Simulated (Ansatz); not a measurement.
# ClCo: the cost of one run

Method: def2-QZVPP, core rule «outside noble gas», up to 14 orbitals frozen; program: Ansatz 0.2.0, Gaussian basis.

The runs, in order: UHF; ROHF; CCSD(T) on UHF.

2 further runs of the same task are left out: 2 set aside as unsound or not needed. Runs told in other sessions of the task aren't counted.

## (1) The geometry

The geometry is a PBE0/def2-TZVP stationary point (not a proven minimum).

2 atoms, charge 0, spin multiplicity 3.

Atoms are counted from 1 here; the program's logs count them from 0.

Bond lengths: Co1–Cl2 2.092 Å.

## (2) UHF

Contents of in.yaml:

```yaml
crystal:
  periodic: [false, false, false]
  atoms:
    - {symbol: Co, position_ang: [0.000000, 0.000000, 0.000000]}
    - {symbol: Cl, position_ang: [0.000000, 0.000000, 2.092400]}
basis:
  gaussian: {orbitals: "def2-QZVPP.json"}
magnetization: {spin_polarized: true, initial_magnetization: 2}
hamiltonian: {xc: hf}
output: {orbitals: {seedname: orbitals}}
```

Run with:

```bash
$ ansatz run in.yaml --threads 1 --pin off --events-out ev --progress --plain --max-ram 2816MiB --backend cpu
```

Q: Estimate wall time and peak memory on 1 thread of AMD EPYC 7R13, shared host.

About 60 s, with a peak of 0.62 GiB.
